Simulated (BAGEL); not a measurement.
**SiBrF3 (SMILES F[Si](F)(F)Br): PBE0/6-31G(d) (density fitting with qzvpp-jkfit, spherical functions)**

Aim: the energy change on altering one bond length of SiBrF3 at PBE0/6-31G* (density fitting with qzvpp-jkfit, spherical functions), from 2 runs. 

The results are computed with BAGEL 1.2.2.

2 further runs of the same task are left out: 1 that didn't finish, 1 set aside as unsound or not needed.

## 1. The structure to begin with

The species is SiBrF3 (5 atoms), meant as a singlet with charge 0. SMILES: `F[Si](F)(F)Br`. Geometry: relaxed at PBE0-D4/def2-TZVP.

Bond lengths: F1–Si2 1.568 Å, Si2–F3 1.567 Å, Si2–F4 1.567 Å, Si2–Br5 2.162 Å. Angles: F1–Si2–F3 108.3°, F1–Si2–F4 108.4°, F1–Si2–Br5 110.6°, F3–Si2–F4 108.4°, F3–Si2–Br5 110.6°, F4–Si2–Br5 110.6°.

## 2. The energy at PBE0/6-31G(d) (density fitting with qzvpp-jkfit, spherical functions)

The input, input.json:

```json
{ "bagel": [

{
  "title": "molecule",
  "basis": "6-31gs.json",
  "df_basis": "qzvpp-jkfit",
  "angstrom": true,
  "geometry": [
    { "atom": "F", "xyz": [      -0.029000,       0.035600,       1.596600 ] },
    { "atom": "Si", "xyz": [       0.067100,      -0.086300,       0.036800 ] },
    { "atom": "F", "xyz": [      -0.416000,      -1.518900,      -0.376900 ] },
    { "atom": "F", "xyz": [       1.570800,       0.066500,      -0.378400 ] },
    { "atom": "Br", "xyz": [      -1.143000,       1.429400,      -0.919600 ] }
  ]
},

{ "title": "ks", "xc_func": "pbe0" },

{ "title": "print", "file": "orbitals.molden", "orbitals": true }

]}
```

The basis set 6-31G* is read from a file made from the Basis Set Exchange's data (not shown).

Run with:

```
$ BAGEL_NUM_THREADS=1 BAGEL input.json > input.out
```

Output:

```text
* using 1 threads per process

  ===============================================================
  ===============================================================

  *** Geometry ***

  { "atom" : "F", "xyz" : [     -0.054802,      0.067274,      3.017137 ] },
  { "atom" : "Si", "xyz" : [      0.126801,     -0.163083,      0.069542 ] },
  { "atom" : "F", "xyz" : [     -0.786126,     -2.870305,     -0.712238 ] },
  { "atom" : "F", "xyz" : [      2.968382,      0.125667,     -0.715072 ] },
  { "atom" : "Br", "xyz" : [     -2.159957,      2.701175,     -1.737792 ] },

  Number of auxiliary basis functions:      625

  Since a DF basis is specified, we compute 2- and 3-index integrals:
    o Being stored without compression. Storage requirement is 0.042 GB

  Number of basis functions:       92
  Number of electrons      :       76

    * METHOD: MOLECULE                             0.47

  *** Kohn-Sham DFT ***

    * Removing 8985 points whose weight is below 1.00e-10
    * Grid points: 65545

  === Nuclear Repulsion ===
   460.2245395908

       - DIIS with orbital gradients will be used.

  === KS iteration (pbe0 / 6-31gs.json) ===
      0      -3014.88623625          0.13889955           0.44
      1      -2693.21068790          0.22683690           0.41
      2      -2853.36727292          0.11522809           0.41
      3      -2787.40659870          0.21580648           0.41
      4      -2983.20353626          0.16986407           0.41
      5      -2989.58886818          0.18969622           0.41
      6      -2990.69774760          0.23329852           0.40
      7      -2977.50131588          0.18884026           0.41
      8      -2836.88219501          0.16315451           0.41
      9      -3139.05744507          0.11556653           0.41
     10      -3145.33713009          0.12864372           0.41
     11      -3019.80166852          0.33517502           0.41
     12      -3017.18832272          0.28739996           0.41
     13      -3147.03593281          0.12825938           0.40
     14      -3066.57595262          0.16717135           0.40
     15      -3155.50870140          0.08314784           0.41
     16      -3162.24765911          0.02117667           0.41
     17      -3162.34096660          0.00966653           0.41
     18      -3162.37346318          0.00260905           0.41
     19      -3162.37843417          0.00047945           0.41
     20      -3162.37859781          0.00009165           0.41
     21      -3162.37860471          0.00003326           0.41
     22      -3162.37860558          0.00001527           0.41
     23      -3162.37860571          0.00000548           0.41
     24      -3162.37860573          0.00000244           0.41
     25      -3162.37860573          0.00000031           0.40
     26      -3162.37860573          0.00000005           0.40
     27      -3162.37860573          0.00000001           0.41
     28      -3162.37860573          0.00000000           0.41
    * SCF iteration converged.

    * Permanent dipole moment:
           (    0.104691,    -0.131087,     0.082951) a.u.

    * METHOD: KS                                  12.18

    * METHOD: PRINT                                0.02

  ===============================================================
```

Wall time 13 s (1 thread of Arm Neoverse V1, shared host); peak memory 0.36 GiB.

## 3. The distorted shape

The input, input.json:

```json
{ "bagel": [

{
  "title": "molecule",
  "basis": "6-31gs.json",
  "df_basis": "qzvpp-jkfit",
  "angstrom": true,
  "geometry": [
    { "atom": "F", "xyz": [      -0.254603,       0.012675,       1.658893 ] },
    { "atom": "Si", "xyz": [      -0.158503,      -0.109225,       0.099093 ] },
    { "atom": "F", "xyz": [      -0.641603,      -1.541825,      -0.314607 ] },
    { "atom": "F", "xyz": [       1.570800,       0.066500,      -0.378400 ] },
    { "atom": "Br", "xyz": [      -1.368603,       1.406475,      -0.857307 ] }
  ]
},

{ "title": "ks", "xc_func": "pbe0" },

{ "title": "print", "file": "orbitals.molden", "orbitals": true }

]}
```

The basis set 6-31G* is read from a file made from the Basis Set Exchange's data (not shown).

Run with:

```
$ BAGEL_NUM_THREADS=1 BAGEL input.json > input.out
```

Output:

```text
* using 1 threads per process

  ===============================================================
  ===============================================================

  *** Geometry ***

  { "atom" : "F", "xyz" : [     -0.481130,      0.023952,      3.134853 ] },
  { "atom" : "Si", "xyz" : [     -0.299527,     -0.206405,      0.187259 ] },
  { "atom" : "F", "xyz" : [     -1.212454,     -2.913627,     -0.594521 ] },
  { "atom" : "F", "xyz" : [      2.968382,      0.125667,     -0.715072 ] },
  { "atom" : "Br", "xyz" : [     -2.586285,      2.657853,     -1.620075 ] },

  Number of auxiliary basis functions:      625

  Since a DF basis is specified, we compute 2- and 3-index integrals:
    o Being stored without compression. Storage requirement is 0.042 GB

  Number of basis functions:       92
  Number of electrons      :       76

    * METHOD: MOLECULE                             0.48

  *** Kohn-Sham DFT ***

    * Removing 8719 points whose weight is below 1.00e-10
    * Grid points: 65811

  === Nuclear Repulsion ===
   449.2856384589

       - DIIS with orbital gradients will be used.

  === KS iteration (pbe0 / 6-31gs.json) ===
      0      -3012.15007346          0.15444561           0.42
      1      -2686.85412492          0.22884714           0.40
      2      -2856.92621974          0.10818851           0.41
      3      -2704.98526178          0.21616070           0.41
      4      -2979.01590441          0.18020522           0.41
      5      -2985.35570116          0.17015265           0.41
      6      -2986.24966436          0.16779048           0.41
      7      -2979.31550188          0.18418346           0.40
      8      -2839.73144362          0.16811303           0.41
      9      -3140.60160013          0.11854430           0.41
     10      -3143.59883426          0.17004959           0.40
     11      -3142.42965114          0.19710789           0.40
     12      -3142.34657102          0.19905787           0.40
     13      -3151.49428548          0.12043932           0.41
     14      -3070.33143819          0.15966619           0.41
     15      -3161.53913029          0.03519764           0.41
     16      -3160.15046797          0.04668818           0.41
     17      -3162.33025174          0.00615313           0.41
     18      -3162.34689364          0.00307760           0.41
     19      -3162.35373792          0.00111083           0.41
     20      -3162.35439912          0.00040849           0.41
     21      -3162.35450006          0.00014540           0.41
     22      -3162.35451107          0.00002835           0.41
     23      -3162.35451167          0.00000396           0.42
     24      -3162.35451168          0.00000246           0.41
     25      -3162.35451169          0.00000028           0.41
     26      -3162.35451169          0.00000014           0.41
     27      -3162.35451169          0.00000004           0.41
     28      -3162.35451169          0.00000003           0.40
     29      -3162.35451169          0.00000001           0.40
    * SCF iteration converged.

    * Permanent dipole moment:
           (    0.493229,    -0.153146,     0.024124) a.u.

    * METHOD: KS                                  12.60

    * METHOD: PRINT                                0.02

  ===============================================================
```

Wall time 13 s (1 thread of Arm Neoverse V1, shared host); peak memory 0.37 GiB.

## 4. Summary of results

At PBE0/6-31G* (density fitting with qzvpp-jkfit, spherical functions):

```
                                                          quantity           value
                                         first shape: total energy  -3162.37861 Eh
                                        first shape: dipole moment          0.48 D
                                          first shape: HOMO energy        -9.49 eV
                                          first shape: LUMO energy         0.04 eV
                                        first shape: HOMO–LUMO gap         9.53 eV
                                     distorted shape: total energy  -3162.35451 Eh
                                    distorted shape: dipole moment          1.31 D
                                      distorted shape: HOMO energy        -9.69 eV
                                      distorted shape: LUMO energy        -0.80 eV
                                    distorted shape: HOMO–LUMO gap         8.89 eV
energy change with the Si2–F4 bond stretched from 1.567 to 1.803 Å        0.656 eV
```

With the Si2–F4 bond stretched from 1.567 to 1.803 Å the energy rises by 0.66 eV (15.1 kcal/mol). The first shape isn't relaxed at this level, so the change isn't measured from a minimum.
